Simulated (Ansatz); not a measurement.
# CH3BF2OS: the cost of one run

Program: Ansatz 0.2.0. Level of theory: RKS PBE0/STO-3G. These are calculated values, not measurements.

## 1. The system as given

Bond lengths: O1–B2 1.484 Å, B2–F3 1.432 Å, B2–C4 1.529 Å, C4–F5 1.416 Å, C4–S6 1.820 Å, O1–H7 1.008 Å, C4–H8 1.130 Å, S6–H9 1.451 Å. Angles: O1–B2–F3 118.3°, O1–B2–C4 121.1°, F3–B2–C4 120.5°, B2–O1–H7 104.3°, B2–C4–F5 111.4°, B2–C4–S6 113.9°, B2–C4–H8 109.5°, F5–C4–S6 109.2°, F5–C4–H8 105.4°, S6–C4–H8 107.0°, C4–S6–H9 93.6°.

Coordinates:

```xyz
9

O     1.7600   -0.2976   -0.8101
B     0.5327   -0.7407   -0.1029
F     0.6113   -1.9030    0.7297
C    -0.7941   -0.0031   -0.2838
F    -1.2211   -0.0338   -1.6331
S    -0.7634    1.7222    0.2960
H     2.1624    0.3967   -0.1997
H    -1.6036   -0.5343    0.2996
H    -0.5959    1.3474    1.6872
```

## 2. End point A

input.yaml reads:

```yaml
crystal:
  periodic: [false, false, false]
  atoms:
    - { symbol: O, position_ang: [1.76, -0.2976, -0.8101] }
    - { symbol: B, position_ang: [0.5327, -0.7407, -0.1029] }
    - { symbol: F, position_ang: [0.6113, -1.903, 0.7297] }
    - { symbol: C, position_ang: [-0.7941, -0.0031, -0.2838] }
    - { symbol: F, position_ang: [-1.2211, -0.0338, -1.6331] }
    - { symbol: S, position_ang: [-0.7634, 1.7222, 0.296] }
    - { symbol: H, position_ang: [2.1624, 0.3967, -0.1997] }
    - { symbol: H, position_ang: [-1.6036, -0.5343, 0.2996] }
    - { symbol: H, position_ang: [-0.5959, 1.3474, 1.6872] }
basis:
  gaussian: { orbitals: STO-3G }
hamiltonian:
  xc: pbe0
relax:
  f_tol: 0.015
  max_steps: 40
```

On the command line:

```sh
$ ansatz run input.yaml --threads 1 --pin off --max-ram 2048MiB --backend cpu --events-out ev --progress --plain --runs-dir out
```

What time and memory should one allow on 1 thread of Intel Xeon at 2.70GHz, shared host?

About 91 s, with a peak of 0.18 GiB.
